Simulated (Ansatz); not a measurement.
# H9NSSi2: the cost of one run

Program: Ansatz 0.2.0, Gaussian basis. Level of theory: PBE0-D4, def2-SVP first, then def2-TZVP. These are calculated values, not measurements.

152 further runs of the same task are left out: 152 set aside as unsound or not needed. Runs told in other sessions of the task aren't counted.

### 1 Where the work starts

The guess: 13 atoms, charge 0, spin multiplicity 1.

Atoms are counted from 1 here; the program's logs count them from 0.

Bond lengths: Si1–H3 1.444 Å, Si1–H4 1.446 Å, Si1–N5 1.712 Å, S2–H8 1.326 Å, N5–H9 1.007 Å, N5–H10 1.007 Å, H6–Si7 1.626 Å, Si7–H11 1.465 Å, Si7–H12 1.465 Å, Si7–H13 1.466 Å. Angles: H3–Si1–H4 129.1°, H3–Si1–N5 106.5°, H4–Si1–N5 105.7°, Si1–N5–H9 122.5°, Si1–N5–H10 122.6°, H9–N5–H10 110.9°, H6–Si7–H11 96.2°, H6–Si7–H12 121.9°, H6–Si7–H13 118.0°, H11–Si7–H12 105.2°, H11–Si7–H13 105.4°, H12–Si7–H13 107.4°.

As a file:

```
Si   -0.9513    0.4177    0.4094
S     0.8678   -0.8334    2.6211
H    -1.6664   -0.7062    0.9659
H    -0.3688    1.5552    1.0866
N    -1.9507    1.0695   -0.8182
H     0.9793   -0.7696    0.7290
Si    1.2237   -0.7601   -0.8780
H     1.7946    0.1108    2.7164
H    -2.5654    0.4985   -1.3745
H    -1.7370    1.9326   -1.2909
H     2.4445   -1.5705   -0.8577
H     0.3209   -1.4509   -1.8019
H     1.6088    0.5064   -1.5073
```

Distances that are to change: Si1–Si7 2.79 Å, S2–H6 1.90 Å, Si1–S2 3.13 Å, H6–Si7 1.63 Å.

### 2 Constrained relaxation of the guess

The input, hold/in.yaml:

```yaml
crystal:
  periodic: [false, false, false]
  atoms:
    - {symbol: Si, position_ang: [-0.951300, 0.417700, 0.409400]}
    - {symbol: S, position_ang: [0.867800, -0.833400, 2.621100]}
    - {symbol: H, position_ang: [-1.666400, -0.706200, 0.965900]}
    - {symbol: H, position_ang: [-0.368800, 1.555200, 1.086600]}
    - {symbol: N, position_ang: [-1.950700, 1.069500, -0.818200]}
    - {symbol: H, position_ang: [0.979300, -0.769600, 0.729000]}
    - {symbol: Si, position_ang: [1.223700, -0.760100, -0.878000]}
    - {symbol: H, position_ang: [1.794600, 0.110800, 2.716400]}
    - {symbol: H, position_ang: [-2.565400, 0.498500, -1.374500]}
    - {symbol: H, position_ang: [-1.737000, 1.932600, -1.290900]}
    - {symbol: H, position_ang: [2.444500, -1.570500, -0.857700]}
    - {symbol: H, position_ang: [0.320900, -1.450900, -1.801900]}
    - {symbol: H, position_ang: [1.608800, 0.506400, -1.507300]}
basis:
  gaussian: {orbitals: def2-SVP}
hamiltonian: {xc: pbe0, dispersion: d4}
relax: {f_tol: 0.04, max_steps: 150, escape_saddle: false, constraints: [{distance: [0, 6]}, {distance: [1, 5]}, {distance: [0, 1]}, {distance: [5, 6]}]}
```

Run with:

```bash
$ ansatz run in.yaml --threads 8 --pin off --events-out ev --progress --plain --max-ram 19148MiB
```

**Question.** How long does this run take on 8 threads of AMD EPYC 7R43, shared host?

About 19 s.
